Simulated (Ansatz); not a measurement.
# B₂H₄Br₂: small, medium and large basis sets

Aim: see how fast density functionals converge with the basis set for B₂H₄Br₂.

Computed with Ansatz 0.2.0, Gaussian basis. Level: one geometry, several basis sets.

Levels to be run: PBE0-D4/def2-SVP; ωB97M-V/def2-SVP; PBE0-D4/def2-QZVPP; ωB97M-V/def2-QZVPP; the functionals' def2-TZVPP values are taken from earlier runs.

### Step 1. Structure used throughout

The geometry comes from an earlier relaxation with PBE0-D4 in a triple-zeta def2 set; it is a stationary point, not always the lowest conformer.

SMILES `[BH2-]1[Br+][BH2-][Br+]1`, 8 atoms, charge 0, spin multiplicity 1.

Atoms are counted from 1 here; the program's logs count them from 0.

Bond lengths: B1–Br2 2.110 Å, B1–Br4 2.110 Å, B1–H5 1.187 Å, B1–H6 1.188 Å, Br2–B3 2.110 Å, B3–Br4 2.110 Å, B3–H7 1.188 Å, B3–H8 1.187 Å. Angles: Br2–B1–Br4 95.5°, Br2–B1–H5 109.6°, Br2–B1–H6 107.6°, Br4–B1–H5 109.5°, Br4–B1–H6 107.6°, H5–B1–H6 123.4°, B1–Br2–B3 80.2°, Br2–B3–Br4 95.5°, Br2–B3–H7 107.6°, Br2–B3–H8 109.6°, Br4–B3–H7 107.6°, Br4–B3–H8 109.5°, H7–B3–H8 123.4°, B1–Br4–B3 80.2°.

### Step 2. PBE0-D4 in def2-SVP

Contents of in.yaml:

```yaml
crystal:
  periodic: [false, false, false]
  atoms:
    - {symbol: B, position_ang: [-0.479038, 1.185615, -0.459050]}
    - {symbol: Br, position_ang: [-1.323000, -0.190896, 0.899228]}
    - {symbol: B, position_ang: [0.496362, -1.171933, 0.475484]}
    - {symbol: Br, position_ang: [0.823390, -0.202295, -1.369670]}
    - {symbol: H, position_ang: [-1.303949, 1.528693, -1.241238]}
    - {symbol: H, position_ang: [0.185852, 1.946251, 0.166036]}
    - {symbol: H, position_ang: [1.309419, -0.769289, 1.242420]}
    - {symbol: H, position_ang: [0.290964, -2.326145, 0.286790]}
basis:
  gaussian: {orbitals: def2-SVP}
hamiltonian: {xc: pbe0, dispersion: d4}
output: {orbitals: {seedname: orbitals}}
```

On the command line:

```sh
$ ansatz run in.yaml --threads 4 --pin off --events-out ev --progress --plain --max-ram 10444MiB
```

After this run come: ωB97M-V in def2-SVP; PBE0-D4 in def2-QZVPP; ωB97M-V in def2-QZVPP.

**Question.** What will the summary of the whole plan be? Wanted: PBE0-D4: double and triple zeta above quadruple; ωB97M-V: double and triple zeta above quadruple.

As calculated:

| quantity | value |
| --- | --- |
| PBE0-D4: double and triple zeta above quadruple | 21.46, 2.95 eV |
| ωB97M-V: double and triple zeta above quadruple | 21.41, 2.84 eV |

What this shows: For PBE0-D4 the step from double to triple zeta gains 18.51 eV and the next only 2.95 eV. Total energies overstate the basis error of differences, where much of it tends to cancel. The LUMO of ωB97M-V is positive and keeps falling with the basis (1.48 to 0.70 eV): an unbound level that the basis holds in place.
